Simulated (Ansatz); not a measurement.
# CH₅Cl₂FNSi₂ radical: up Jacob's ladder to CCSD(T)

An exercise on one series of results from a longer session: the logs are not shown, and one member is left open.

The runs use Ansatz 0.2.0, Gaussian basis; functionals in def2-TZVPP, the program's frozen cores in correlated methods.

Plan: LDA (SPW92), PBE-D4, revPBE-D4, BLYP-D4, r2SCAN-D4, B97M-V, PBE0-D4, B3LYP-D4, r2SCANh-D4, r2SCAN0-D4, HSE06-D4, BHLYP-D4, CAM-B3LYP-D4, LC-ωPBE, ωB97X-V, ωB97M-V, B2PLYP, PBE-QIDH; CCSD(T)/def2-SVP; CCSD(T)/def2-TZVPP; MP2/def2-QZVPP; extrapolation to the limit; RPA on PBE.

## Structure used throughout

The geometry comes from an earlier relaxation with PBE0-D4 in a triple-zeta def2 set; it is a stationary point, not always the lowest conformer.

12 atoms, charge 0, spin multiplicity 2.

Atoms are counted from 1 here; the program's logs count them from 0.

Bond lengths: C1–N2 1.470 Å, C1–H8 1.092 Å, C1–H9 1.092 Å, C1–H10 1.093 Å, N2–Si3 1.723 Å, N2–Si5 1.704 Å, Si3–Cl4 2.065 Å, Si3–H11 1.488 Å, Si5–F6 1.590 Å, Si5–Cl7 2.039 Å, Si5–H12 1.471 Å. Angles: N2–C1–H8 110.1°, N2–C1–H9 110.7°, N2–C1–H10 111.2°, H8–C1–H9 107.7°, H8–C1–H10 108.4°, H9–C1–H10 108.7°, C1–N2–Si3 120.0°, C1–N2–Si5 119.1°, Si3–N2–Si5 120.6°, N2–Si3–Cl4 113.0°, N2–Si3–H11 107.4°, Cl4–Si3–H11 106.8°, N2–Si5–F6 110.1°, N2–Si5–Cl7 111.4°, N2–Si5–H12 109.7°, F6–Si5–Cl7 105.3°, F6–Si5–H12 109.7°, Cl7–Si5–H12 110.6°.

As a file:

```xyz
12

C     0.97301   -0.90851    0.45746
N    -0.18332   -0.05138    0.15895
Si   -1.69867   -0.76252   -0.24991
Cl   -1.93509   -1.04828   -2.28124
Si    0.03758    1.63513    0.06177
F     0.53981    2.20147    1.45975
Cl    1.50216    2.11679   -1.27268
H     0.63494   -1.87821    0.82814
H     1.59795   -0.45691    1.23111
H     1.58390   -1.07403   -0.43387
H    -1.74374   -2.10921    0.38228
H    -1.23142    2.28057   -0.30777
```

The first run:

in.yaml

```yaml
crystal:
  periodic: [false, false, false]
  atoms:
    - {symbol: C, position_ang: [0.973007, -0.908510, 0.457462]}
    - {symbol: N, position_ang: [-0.183315, -0.051379, 0.158947]}
    - {symbol: Si, position_ang: [-1.698666, -0.762524, -0.249907]}
    - {symbol: Cl, position_ang: [-1.935088, -1.048276, -2.281238]}
    - {symbol: Si, position_ang: [0.037578, 1.635131, 0.061775]}
    - {symbol: F, position_ang: [0.539807, 2.201466, 1.459746]}
    - {symbol: Cl, position_ang: [1.502158, 2.116785, -1.272680]}
    - {symbol: H, position_ang: [0.634940, -1.878211, 0.828142]}
    - {symbol: H, position_ang: [1.597949, -0.456912, 1.231114]}
    - {symbol: H, position_ang: [1.583898, -1.074033, -0.433870]}
    - {symbol: H, position_ang: [-1.743744, -2.109211, 0.382277]}
    - {symbol: H, position_ang: [-1.231425, 2.280575, -0.307769]}
basis:
  gaussian: {orbitals: def2-TZVPP}
magnetization: {spin_polarized: true, initial_magnetization: 1}
hamiltonian: {xc: lda}
output: {orbitals: {seedname: orbitals}}
```

Among the steps run: LDA; PBE-D4 (GGA); revPBE-D4 (GGA); BLYP-D4 (GGA); r2SCAN-D4 (meta-GGA); B97M-V (meta-GGA); PBE0-D4 (hybrid); B3LYP-D4 (hybrid); r2SCANh-D4 (hybrid); r2SCAN0-D4 (hybrid); HSE06-D4 (hybrid); BHLYP-D4 (hybrid); CAM-B3LYP-D4 (range-separated); LC-ωPBE (range-separated); ωB97X-V (range-separated); ωB97M-V (range-separated); B2PLYP (double hybrid); PBE-QIDH (double hybrid).

One table of the session follows, with a row left open; its other results are not shown here.

It belongs to the step «Frontier levels by functional». 

```
  functional  HOMO (eV)  LUMO (eV)  gap (eV)
 LDA (SPW92)      -5.30      -4.13      1.18
      PBE-D4      -5.32      -3.67      1.66
   revPBE-D4      -5.30      -3.50      1.81
     BLYP-D4      -5.11      -3.68      1.43
   r2SCAN-D4      -5.69      -3.20      2.49
      B97M-V      -5.42      -3.83      1.59
     PBE0-D4      -6.52      -2.77      3.75
    B3LYP-D4      -6.23      -3.15      3.07
  r2SCANh-D4          ?          ?         ?
  r2SCAN0-D4      -6.78      -2.48      4.30
    HSE06-D4      -6.12      -3.15      2.97
    BHLYP-D4      -7.53      -1.97      5.56
CAM-B3LYP-D4      -7.74      -1.89      5.86
     LC-ωPBE      -9.19      -0.46      8.73
     ωB97X-V      -8.67      -1.07      7.60
     ωB97M-V      -8.28      -1.21      7.07
```

Q: Estimate the row for r2SCANh-D4 from the others.

Worked estimate for «HOMO (eV)». Against the share of exact exchange, r2SCAN-D4 (0, -5.69), r2SCAN0-D4 (0.25, -6.78) give a slope of -4.36 per unit share; at 0.1 the line stands at -6.13.

The run gave: HOMO (eV): -6.12; LUMO (eV): -2.91; gap (eV): 3.22. In «HOMO (eV)» the line misses by -0.01.
